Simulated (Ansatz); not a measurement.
# HfN: the cost of one run

Program: Ansatz 0.2.0. Level of theory: DFT PBEsol, scalar-relativistic, plane waves, PAW. These are calculated values, not measurements.

1 further run of the same task is left out (it didn't finish).

## 1. Starting point

The structure is cubic, space group Fm-3m (No. 225). The conventional cell has a = 4.518 Å, b = 4.518 Å, c = 4.518 Å, α = 90.00°, β = 90.00°, γ = 90.00°. Around Hf (site symmetry m-3m) lie 6 N at 2.26 Å. N (site symmetry m-3m) is surrounded by 6 Hf at 2.26 Å.

Structure file:

```cif
data_structure
_symmetry_space_group_name_H-M 'P 1'
_symmetry_Int_Tables_number 1
_cell_length_a 3.1947
_cell_length_b 3.1947
_cell_length_c 3.1947
_cell_angle_alpha 60.000
_cell_angle_beta 60.000
_cell_angle_gamma 60.000
_cell_volume 23.06
loop_
_atom_site_label
_atom_site_type_symbol
_atom_site_fract_x
_atom_site_fract_y
_atom_site_fract_z
_atom_site_occupancy
Hf1 Hf 0.50000 0.50000 0.50000 1
N1 N 0.00000 0.00000 0.00000 1
```

(A quick probe on a coarse mesh, which set the mesh and smearing, is not shown.)

## 3. Relaxing cell and atoms

input.yaml reads:

```yaml
crystal:
  lattice:
    - [0.0, 2.2590026142, 2.2590026142]
    - [2.2590026142, 0.0, 2.2590026142]
    - [2.2590026142, 2.2590026142, 0.0]
  atoms:
    - { symbol: Hf, position: [0.5, 0.5, 0.5] }
    - { symbol: "N", position: [0.0, 0.0, 0.0] }
basis:
  ecutwfc: 420
kpoints:
  mp_grid: { grid: [16, 16, 16] }
hamiltonian:
  xc: pbesol
scf:
  occupations: { method: gaussian, width: 0.1 }
output:
  forces: true
  stress: true
  eigenvalues: true
  write_density: true
  write_potential: true
  elf: true
  volumetric_format: npy
relax:
  adjacent_minimum: "off"
  f_tol: 0.005
  max_steps: 80
  cell: { stress_tol: 0.05 }
```

On the command line:

```sh
$ ansatz run input.yaml --threads 2 --pin off --max-ram 5632MiB --backend cpu --events-out ev --progress --plain --runs-dir out
```

Q: Estimate wall time and peak memory on 2 threads of Intel Xeon Platinum 8488C (Sapphire Rapids), shared host.

About 11 s, with a peak of 0.42 GiB.
